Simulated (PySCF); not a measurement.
# Fe, Fe⁺, Fe²⁺, Fe³⁺, Fe⁴⁺: ionisation energies with spin-orbit coupling, part 2 of 2

Each state of iron is computed at each level; their differences give the ionisation energy. How far do the methods differ?

PySCF 2.14.0; two-component X2C-1e, run by a driver. Earlier steps stand in the parts before.

### 5 Fe³⁺: the ladder of methods

GHF (spin-free):

Output:

```text
cycle= 1 E= -1269.4107244565  delta_E= -1.27e+03  |FDS-SDF|= 0.0871
cycle= 2 E= -1269.4764423637  delta_E= -0.0657  |FDS-SDF|= 0.0385
cycle= 3 E= -1269.4876276521  delta_E= -0.0112  |FDS-SDF|= 0.00636
cycle= 4 E= -1269.4881468139  delta_E= -0.000519  |FDS-SDF|= 0.000692
cycle= 5 E= -1269.4881532110  delta_E= -6.4e-06  |FDS-SDF|= 0.000115
cycle= 6 E= -1269.4881533982  delta_E= -1.87e-07  |FDS-SDF|= 5.94e-06
cycle= 7 E= -1269.4881533987  delta_E= -5.02e-10  |FDS-SDF|= 3.02e-07
```

It took 0.63 s on 1 thread of Neoverse-N1, shared host, the integrals not counted.

Occupied spinors (without spin-orbit coupling the j labels only name the start):

```csv
spinor shell,electrons,mean energy (eV),weight of the nominal j,rms radius (bohr)
1s1/2,2,-7212.9,1.000,0.0675
2s1/2,2,-920.63,1.000,0.288
2p3/2,4,-786.37,0.833,0.260
2p1/2,2,-786.37,0.667,0.260
3s1/2,2,-152.46,1.000,0.864
3p3/2,4,-111.59,0.833,0.919
3p1/2,2,-111.59,0.667,0.919
3d3/2,4,-56.076,0.500,1.07
3d5/2,1,-56.076,1.000,1.07
```

M_J = 5/2, ⟨J²⟩ = 8.751, ⟨L²⟩ = 0.000, ⟨S²⟩ = 8.751.

GMP2 (spin-free):

The driver printed no log here.

Time after the integrals: 0.36 s (1 thread of Neoverse-N1, shared host).

With 13 electrons correlated, the MP2 correlation energy is -0.29769 hartree. Largest pairs: 3d3/2-3p3/2 -0.0697, 3d3/2-3p1/2 -0.0359, 3p1/2-3p3/2 -0.0347, 3d3/2-3d3/2 -0.0300, 3p3/2-3p3/2 -0.0284.

GHF (screened spin-orbit):

Output:

```text
cycle= 1 E= -1269.4304905799  delta_E= -1.27e+03  |FDS-SDF|= 0.0872
cycle= 2 E= -1269.4963197197  delta_E= -0.0658  |FDS-SDF|= 0.0385
cycle= 3 E= -1269.5075181192  delta_E= -0.0112  |FDS-SDF|= 0.00642
cycle= 4 E= -1269.5080641603  delta_E= -0.000546  |FDS-SDF|= 0.000958
cycle= 5 E= -1269.5080850345  delta_E= -2.09e-05  |FDS-SDF|= 0.000547
cycle= 6 E= -1269.5080984408  delta_E= -1.34e-05  |FDS-SDF|= 0.000389
cycle= 7 E= -1269.5081128846  delta_E= -1.44e-05  |FDS-SDF|= 5.35e-05
cycle= 8 E= -1269.5081131198  delta_E= -2.35e-07  |FDS-SDF|= 3.47e-06
cycle= 9 E= -1269.5081131201  delta_E= -3.53e-10  |FDS-SDF|= 2.54e-06
```

It took 2.1 s on 1 thread of Neoverse-N1, shared host, the integrals not counted.

The outer occupied spinors:

```csv
spinor shell,electrons,mean energy (eV),weight of the nominal j,rms radius (bohr)
2s1/2,2,-920.61,1.000,0.288
2p1/2,2,-795.32,0.975,0.259
2p3/2,4,-781.98,0.987,0.261
3s1/2,2,-152.45,1.000,0.864
3p1/2,2,-112.16,0.663,0.916
3p3/2,4,-111.31,0.832,0.921
3d3/2,4,-56.095,0.511,1.07
3d5/2,1,-55.994,1.000,1.07
```

M_J = 5/2, ⟨J²⟩ = 8.751, ⟨L²⟩ = 0.002, ⟨S²⟩ = 8.749. A second start ended at -1269.26552 hartree. Rows whose weight is well below 1 mix j = l ± 1/2: exchange competes with spin-orbit coupling there.

GMP2 (screened spin-orbit):

The driver printed no log here.

It took 0.28 s on 1 thread of Neoverse-N1, shared host, the integrals not counted.

With 13 electrons correlated, the MP2 correlation energy is -0.29771 hartree. Largest pairs: 3d3/2-3p3/2 -0.0698, 3d3/2-3p1/2 -0.0359, 3p1/2-3p3/2 -0.0348, 3d3/2-3d3/2 -0.0300, 3p3/2-3p3/2 -0.0284.

### 6 Fe⁴⁺: the ladder of methods

GHF (spin-free):

Output:

```text
cycle= 1 E= -1267.4773925682  delta_E= -1.27e+03  |FDS-SDF|= 0.061
cycle= 2 E= -1267.5104964049  delta_E= -0.0331  |FDS-SDF|= 0.0191
cycle= 3 E= -1267.5134016858  delta_E= -0.00291  |FDS-SDF|= 0.00453
cycle= 4 E= -1267.5136294911  delta_E= -0.000228  |FDS-SDF|= 0.000423
cycle= 5 E= -1267.5136318532  delta_E= -2.36e-06  |FDS-SDF|= 5.99e-05
cycle= 6 E= -1267.5136319017  delta_E= -4.85e-08  |FDS-SDF|= 4.69e-06
cycle= 7 E= -1267.5136319021  delta_E= -3.64e-10  |FDS-SDF|= 7.55e-07
```

Time after the integrals: 0.63 s (1 thread of Neoverse-N1, shared host).

Occupied spinors (without spin-orbit coupling the j labels only name the start):

```
spinor shell  electrons  mean energy (eV)  weight of the nominal j  rms radius (bohr)
       1s1/2          2           -7236.3                    1.000             0.0675
       2s1/2          2           -944.99                    1.000              0.288
       2p1/2          2           -811.25                    0.667              0.260
       2p3/2          4           -810.32                    0.833              0.260
       3s1/2          2           -174.28                    1.000              0.852
       3p1/2          2           -134.19                    0.667              0.898
       3p3/2          4           -132.07                    0.833              0.900
       3d3/2          4           -77.100                    0.500               1.00
```

M_J = 0, ⟨J²⟩ = 4.004, ⟨L²⟩ = 6.003, ⟨S²⟩ = 6.001.

GMP2 (spin-free):

This step left no log, only its results.

Time after the integrals: 0.25 s (1 thread of Neoverse-N1, shared host).

With 12 electrons correlated, the MP2 correlation energy is -0.26419 hartree. Largest pairs: 3d3/2-3p3/2 -0.0747, 3p3/2-3p3/2 -0.0423, 3p1/2-3p3/2 -0.0360, 3d3/2-3p1/2 -0.0344, 3d3/2-3d3/2 -0.0268.

GHF (screened spin-orbit):

Output:

```text
cycle= 1 E= -1267.4995159541  delta_E= -1.27e+03  |FDS-SDF|= 0.0613
cycle= 2 E= -1267.5330095076  delta_E= -0.0335  |FDS-SDF|= 0.0192
cycle= 3 E= -1267.5359723968  delta_E= -0.00296  |FDS-SDF|= 0.00465
cycle= 4 E= -1267.5362368037  delta_E= -0.000264  |FDS-SDF|= 0.0009
cycle= 5 E= -1267.5362624167  delta_E= -2.56e-05  |FDS-SDF|= 0.000677
cycle= 6 E= -1267.5362927281  delta_E= -3.03e-05  |FDS-SDF|= 0.000488
cycle= 7 E= -1267.5363252685  delta_E= -3.25e-05  |FDS-SDF|= 0.000161
cycle= 8 E= -1267.5363270693  delta_E= -1.8e-06  |FDS-SDF|= 0.000127
cycle= 9 E= -1267.5363295016  delta_E= -2.43e-06  |FDS-SDF|= 2.27e-05
cycle= 10 E= -1267.5363295461  delta_E= -4.45e-08  |FDS-SDF|= 1.43e-05
cycle= 11 E= -1267.5363295581  delta_E= -1.2e-08  |FDS-SDF|= 1.12e-05
cycle= 12 E= -1267.5363295747  delta_E= -1.65e-08  |FDS-SDF|= 4.83e-06
cycle= 13 E= -1267.5363295777  delta_E= -3.05e-09  |FDS-SDF|= 1.55e-06
cycle= 14 E= -1267.5363295778  delta_E= -1.09e-10  |FDS-SDF|= 1.04e-06
```

Time after the integrals: 1.5 s (1 thread of Neoverse-N1, shared host).

Occupied spinors:

```csv
spinor shell,electrons,mean energy (eV),weight of the nominal j,rms radius (bohr)
1s1/2,2,-7236.3,1.000,0.0675
2s1/2,2,-944.96,1.000,0.288
2p1/2,2,-819.87,0.976,0.259
2p3/2,4,-806.07,0.988,0.261
3s1/2,2,-174.27,1.000,0.852
3p1/2,2,-134.76,0.653,0.895
3p3/2,4,-131.79,0.826,0.901
3d3/2,4,-77.112,0.516,1.00
```

M_J = 0, ⟨J²⟩ = 3.900, ⟨L²⟩ = 5.999, ⟨S²⟩ = 5.997. A second start ended at -1267.40103 hartree. Rows whose weight is well below 1 mix j = l ± 1/2: exchange competes with spin-orbit coupling there.

The determinant has a definite M_J but mixes levels of different J.

GMP2 (screened spin-orbit):

The driver printed no log here.

Time after the integrals: 0.25 s (1 thread of Neoverse-N1, shared host).

With 12 electrons correlated, the MP2 correlation energy is -0.26420 hartree. Largest pairs: 3d3/2-3p3/2 -0.0748, 3p3/2-3p3/2 -0.0423, 3p1/2-3p3/2 -0.0361, 3d3/2-3p1/2 -0.0343, 3d3/2-3d3/2 -0.0268.

### 7 The energy differences

Ionisation energy: Fe [Ar] 3d6 4s2 [3d3/2^4 3d5/2^2, M_J = 4] → Fe⁺ [Ar] 3d6 4s1 [3d3/2^4 3d5/2^2 4s1/2^1, M_J = 9/2].

```
                    method  value (eV)  error (eV)  CPU time, both states (s)
           GHF (spin-free)       6.441      -1.462                        1.6
          GMP2 (spin-free)       7.449      -0.453                        2.3
 GHF (screened spin-orbit)       6.439      -1.464                          5
GMP2 (screened spin-orbit)       7.448      -0.455                        5.7
```

Reference: 7.902 eV (measured; NIST Atomic Spectra Database, ionization energies).

Ionisation energy: Fe⁺ [Ar] 3d6 4s1 [3d3/2^4 3d5/2^2 4s1/2^1, M_J = 9/2] → Fe²⁺ [Ar] 3d6 [3d3/2^4 3d5/2^2, M_J = 4].

```csv
method,value (eV),error (eV),"CPU time, both states (s)"
GHF (spin-free),15.304,-0.896,1.5
GMP2 (spin-free),16.032,-0.167,2.2
GHF (screened spin-orbit),15.303,-0.896,5
GMP2 (screened spin-orbit),16.032,-0.168,5.6
```

Reference: 16.199 eV (measured; NIST Atomic Spectra Database, ionization energies).

Ionisation energy: Fe²⁺ [Ar] 3d6 [3d3/2^4 3d5/2^2, M_J = 4] → Fe³⁺ [Ar] 3d5 [3d3/2^4 3d5/2^1, M_J = 5/2].

| method | value (eV) | error (eV) | CPU time, both states (s) |
| --- | --- | --- | --- |
| GHF (spin-free) | 28.204 | -2.447 | 1.4 |
| GMP2 (spin-free) | 30.079 | -0.572 | 2.1 |
| GHF (screened spin-orbit) | 28.253 | -2.398 | 4.6 |
| GMP2 (screened spin-orbit) | 30.131 | -0.520 | 5.1 |

Reference: 30.651 ± 0.012 eV (measured; NIST Atomic Spectra Database, ionization energies).

### 8 The energy differences, continued

Ionisation energy: Fe³⁺ [Ar] 3d5 [3d3/2^4 3d5/2^1, M_J = 5/2] → Fe⁴⁺ [Ar] 3d4 [3d3/2^4, M_J = 0].

| method | value (eV) | less the reference (eV) | CPU time, both states (s) |
| --- | --- | --- | --- |
| GHF (spin-free) | 53.729 | -1.181 | 1.3 |
| GMP2 (spin-free) | 54.641 | -0.269 | 1.9 |
| GHF (screened spin-orbit) | 53.655 | -1.255 | 3.5 |
| GMP2 (screened spin-orbit) | 54.567 | -0.343 | 4.1 |

Reference: 54.91 ± 0.04 eV (measured; NIST Atomic Spectra Database, ionization energies). The determinant of Fe4+ mixes levels of different J (the jj label is only the starting occupation), so the difference between spin-free and spin-orbit rows is not the physical spin-orbit shift.

Times are CPU seconds on a shared host without the integrals; correlated rows include their Hartree-Fock run.

### 9 Summary of results

The summary covers parts 1 to 2.

| quantity | value |
| --- | --- |
| ionisation energy, Fe | GHF (spin-free) 6.441, GMP2 (screened spin-orbit) 7.448 eV; reference 7.902 |
| ionisation energy, Fe⁺ | GHF (spin-free) 15.304, GMP2 (screened spin-orbit) 16.032 eV; reference 16.199 |
| ionisation energy, Fe²⁺ | GHF (spin-free) 28.204, GMP2 (screened spin-orbit) 30.131 eV; reference 30.651 ± 0.012 |
| ionisation energy, Fe³⁺ | GHF (spin-free) 53.729, GMP2 (screened spin-orbit) 54.567 eV; reference 54.91 ± 0.04 |

Accuracy against cost (mean over 3 differences):

```csv
method,mean absolute miss against the measured values (with the measured fine structure taken into account where it is known) (eV),"CPU time, both states (s)"
GHF (spin-free),1.602,1.5
GMP2 (spin-free),0.397,2.2
GHF (screened spin-orbit),1.586,4.9
GMP2 (screened spin-orbit),0.381,5.5
```

**Reading.** GMP2 (screened spin-orbit) lands nearest to the measured values (mean absolute error over 3 measured values 0.38 eV), level with GMP2 (spin-free); GHF (spin-free) misses by most (1.60 eV). Spin-orbit coupling moves the first difference by -0.001 eV at GMP2. All values hold for this basis alone; no basis-set limit was taken. The dearest level timed, GMP2 (screened spin-orbit), costs 3.7 times the cheapest, GHF (spin-free), and differs from the measured values (with the measured fine structure taken into account where it is known) by 0.38 against 1.60 eV.
